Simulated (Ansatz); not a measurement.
Molecular dynamics of Na

The input (input.yaml):

```yaml
accuracy: low
crystal:
  lattice:
    - [8.598713, 0.0, 0.0]
    - [0.0, 8.598713, 0.0]
    - [0.0, 0.0, 8.598713]
  atoms:
    - { symbol: Na, position: [0.0, 0.0, 0.0] }
    - { symbol: Na, position: [0.5, 0.0, 0.0] }
    - { symbol: Na, position: [0.0, 0.5, 0.0] }
    - { symbol: Na, position: [0.0, 0.0, 0.5] }
    - { symbol: Na, position: [0.25, 0.25, 0.25] }
    - { symbol: Na, position: [0.5, 0.5, 0.0] }
    - { symbol: Na, position: [0.5, 0.0, 0.5] }
    - { symbol: Na, position: [0.75, 0.25, 0.25] }
    - { symbol: Na, position: [0.0, 0.5, 0.5] }
    - { symbol: Na, position: [0.25, 0.75, 0.25] }
    - { symbol: Na, position: [0.25, 0.25, 0.75] }
    - { symbol: Na, position: [0.5, 0.5, 0.5] }
    - { symbol: Na, position: [0.75, 0.75, 0.25] }
    - { symbol: Na, position: [0.75, 0.25, 0.75] }
    - { symbol: Na, position: [0.25, 0.75, 0.75] }
    - { symbol: Na, position: [0.75, 0.75, 0.75] }
basis:
  ecutwfc: 420.0
kpoints:
  mp_grid: { grid: [1, 1, 1] }
hamiltonian:
  xc: lda
scf:
  occupations: { method: fermi_dirac, width: 0.16 }
  lower_state_search: "off"
md:
  timestep: 2
  n_steps: 250
  ensemble: nvt_langevin
  temperature: 1800.0
  initial_velocities: maxwell_boltzmann
  seed: 920003
  friction: 0.02
```

Command:

```bash
$ ansatz run input.yaml --threads 1 --pin off --max-ram 3072MiB --backend cpu --events-out ev --progress --plain --runs-dir out
```

It starts from a structure without forces on its atoms.

Output, in part (step lines):

```
md step     0: t =     0.00 fs  T =  1687.5 K  F+E_penalty+E_count = -23464.06453799 eV  E_kin = 3.490020 eV  (6 SCF iters)
md step     1: t =     2.00 fs  T =  1788.6 K  F+E_penalty+E_count = -23464.06156216 eV  E_kin = 3.699166 eV  (6 SCF iters)
md step     2: t =     4.00 fs  T =  1821.3 K  F+E_penalty+E_count = -23464.05230757 eV  E_kin = 3.766745 eV  (6 SCF iters)
md step     3: t =     6.00 fs  T =  1790.5 K  F+E_penalty+E_count = -23464.03723786 eV  E_kin = 3.703008 eV  (6 SCF iters)
md step     4: t =     8.00 fs  T =  1627.8 K  F+E_penalty+E_count = -23464.01728105 eV  E_kin = 3.366648 eV  (6 SCF iters)
md step     5: t =    10.00 fs  T =  1729.8 K  F+E_penalty+E_count = -23463.99255778 eV  E_kin = 3.577422 eV  (5 SCF iters)
md step     6: t =    12.00 fs  T =  1862.0 K  F+E_penalty+E_count = -23463.96323919 eV  E_kin = 3.850862 eV  (5 SCF iters)
md step     7: t =    14.00 fs  T =  1849.9 K  F+E_penalty+E_count = -23463.92964871 eV  E_kin = 3.825800 eV  (5 SCF iters)
[... lines left out ...]
md step   249: t =   498.00 fs  T =  1903.8 K  F+E_penalty+E_count = -23461.34055214 eV  E_kin = 3.937338 eV  (5 SCF iters)
md step   250: t =   500.00 fs  T =  2018.5 K  F+E_penalty+E_count = -23461.37993801 eV  E_kin = 4.174525 eV  (7 SCF iters)
```

The steps, from the saved trajectory:

| time (fs) | T (K) | potential energy less start (eV) |
| --- | --- | --- |
| 0.0 | 1688 | 0.000 |
| 16.0 | 1849 | 0.173 |
| 32.0 | 1646 | 0.649 |
| 48.0 | 1779 | 1.560 |
| 64.0 | 1439 | 2.681 |
| 80.0 | 1432 | 3.102 |
| 96.0 | 1813 | 2.653 |
| 112.0 | 2281 | 2.229 |
| 128.0 | 1740 | 2.041 |
| 144.0 | 1501 | 2.212 |
| 160.0 | 1382 | 2.411 |
| 176.0 | 1384 | 2.547 |
| 192.0 | 1730 | 2.587 |
| 208.0 | 1706 | 2.949 |
| 224.0 | 1432 | 2.913 |
| 240.0 | 2282 | 2.911 |
| 256.0 | 2309 | 3.089 |
| 272.0 | 1921 | 2.977 |
| 288.0 | 1844 | 3.017 |
| 304.0 | 1098 | 3.109 |
| 320.0 | 1013 | 3.009 |
| 336.0 | 1472 | 2.771 |
| 352.0 | 2284 | 2.969 |
| 368.0 | 2151 | 3.125 |
| 384.0 | 1641 | 3.248 |
| 400.0 | 1758 | 3.111 |
| 416.0 | 2129 | 2.866 |
| 432.0 | 2315 | 2.531 |
| 448.0 | 1463 | 2.585 |
| 464.0 | 1587 | 2.733 |
| 480.0 | 1433 | 2.937 |
| 496.0 | 1857 | 2.759 |

All steps were run. A run of 0.5 ps of so small a system gives no equilibrium averages. Limits of this set-up: coarse k mesh, low accuracy level.

Mean squared displacements from the first frame to the last, about the centre of mass: Na 3.59 Å².

Last frame:

```xyz
16
Lattice="8.5987 0.0000 0.0000 0.0000 8.5987 0.0000 0.0000 0.0000 8.5987" Properties=species:S:1:pos:R:3
Na -1.179 0.797 -0.471
Na 4.136 1.874 0.913
Na 3.070 5.299 0.674
Na -0.495 0.278 5.152
Na 2.475 1.517 2.977
Na 6.840 3.986 0.108
Na 4.997 -1.315 7.045
Na 6.161 1.582 3.414
Na 1.037 3.624 4.027
Na 0.427 7.210 2.728
Na 2.501 1.268 6.270
Na 4.794 4.621 4.337
Na 5.145 7.604 2.015
Na 6.799 2.892 5.900
Na 3.344 7.809 4.692
Na 9.259 5.964 6.688
```

The run took 7.3 min on 1 CPU thread of a shared host.
